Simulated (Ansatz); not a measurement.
**LaTl3: stress in a strained cell**

LaTl3 is deformed so: zz strain of +2 %. What stress and forces result, by LAPW, PAW and all-electron datasets made for the crystal?

Computed with Ansatz 0.2.0 (DFT PBEsol, scalar-relativistic, unless a step's input says otherwise).

## 1. Starting point

It takes space group Pm-3m (No. 221, cubic). The conventional cell has a = 4.799 Å, b = 4.799 Å, c = 4.799 Å, α = 90.00°, β = 90.00°, γ = 90.00°. Around La (site symmetry m-3m) lie 12 Tl at 3.39 Å. Tl (site symmetry 4/mmm) has 4 La at 3.39 Å and 8 Tl at 3.39 Å as nearest neighbours.

Coordinates:

```
La Tl
1.0
     4.79900    0.00000    0.00000
     0.00000    4.79900    0.00000
     0.00000    0.00000    4.79900
La Tl
1 3
Direct
  0.00000 0.00000 0.00000
  0.00000 0.50000 0.50000
  0.50000 0.00000 0.50000
  0.50000 0.50000 0.00000
```

Atoms are numbered in the order of the input: La1, Tl2, Tl3, Tl4.

## 2. After the deformation

Space group Pm-3m before, P4/mmm after.

## 3. Full-potential LAPW

Input file input.yaml:

```yaml
crystal:
  lattice:
    - [4.799, 0.0, 0.0]
    - [0.0, 4.799, 0.0]
    - [0.0, 0.0, 4.89498]
  atoms:
    - { symbol: La, position: [0.0, 0.0, 0.0] }
    - { symbol: Tl, position: [0.0, 0.5, 0.5] }
    - { symbol: Tl, position: [0.5, 0.0, 0.5] }
    - { symbol: Tl, position: [0.5, 0.5, 0.0] }
kpoints:
  mp_grid: { grid: [8, 8, 8] }
  band_path:
    path:
      - [0.0, 0.0, 0.0]
      - [0.0, 0.5, 0.0]
      - [0.5, 0.5, 0.0]
      - [0.0, 0.0, 0.0]
      - [0.0, 0.0, 0.5]
      - [0.0, 0.5, 0.5]
      - [0.5, 0.5, 0.5]
      - [0.0, 0.0, 0.5]
      - [0.0, 0.5, 0.0]
    npoints: 5
scf:
  occupations: { method: fermi_dirac, width: 0.05 }
hamiltonian:
  xc: pbesol
  pseudopotentials: { kind: all_electron, lapw: { basis_error: 0.001 } }
output:
  forces: true
  stress: true
  eigenvalues: true
```

The run is started by

```
$ ansatz run input.yaml --threads 1 --pin off --max-ram 4096MiB --backend cpu --events-out ev --progress --plain --runs-dir out
```

## 4. PAW on the default files

Input file input.yaml:

```yaml
crystal:
  lattice:
    - [4.799, 0.0, 0.0]
    - [0.0, 4.799, 0.0]
    - [0.0, 0.0, 4.89498]
  atoms:
    - { symbol: La, position: [0.0, 0.0, 0.0] }
    - { symbol: Tl, position: [0.0, 0.5, 0.5] }
    - { symbol: Tl, position: [0.5, 0.0, 0.5] }
    - { symbol: Tl, position: [0.5, 0.5, 0.0] }
kpoints:
  mp_grid: { grid: [8, 8, 8] }
scf:
  occupations: { method: fermi_dirac, width: 0.05 }
hamiltonian:
  xc: pbesol
  pseudopotentials: { kind: paw }
output:
  forces: true
  stress: true
  eigenvalues: true
  efg: { contact_densities: true }
```

## 5. All-electron PAW on datasets made for the crystal

Edit input.yaml of step 4 so:

```diff
@@ -16,3 +16,3 @@
   xc: pbesol
-  pseudopotentials: { kind: paw }
+  pseudopotentials: { kind: all_electron, datasets: crystal }
 output:
```

(Steps that only read results are left out.)

Q: Predict the outcome of this session. Wanted: pressure; largest shear or deviatoric stress.

As calculated:

```
                                 quantity                                              value
                                 pressure  LAPW -1.14, PAW -1.16, crystal datasets -1.14 GPa
largest shear or deviatoric stress (LAPW)                                           0.45 GPa
```

What this shows: The largest part of the stress beyond the pressure is 0.45 GPa in size, in the zz component; the atoms are carried along and not relaxed. No run of the undeformed cell stands beside it, so the pressure holds what the given cell had before the change. PAW: stress within 0.02 GPa of LAPW. Crystal datasets: stress within 0.01 GPa of LAPW. Spin-orbit coupling is left out, though the cell holds Tl; in elements this heavy it can shift bands and gaps by tenths of an eV.
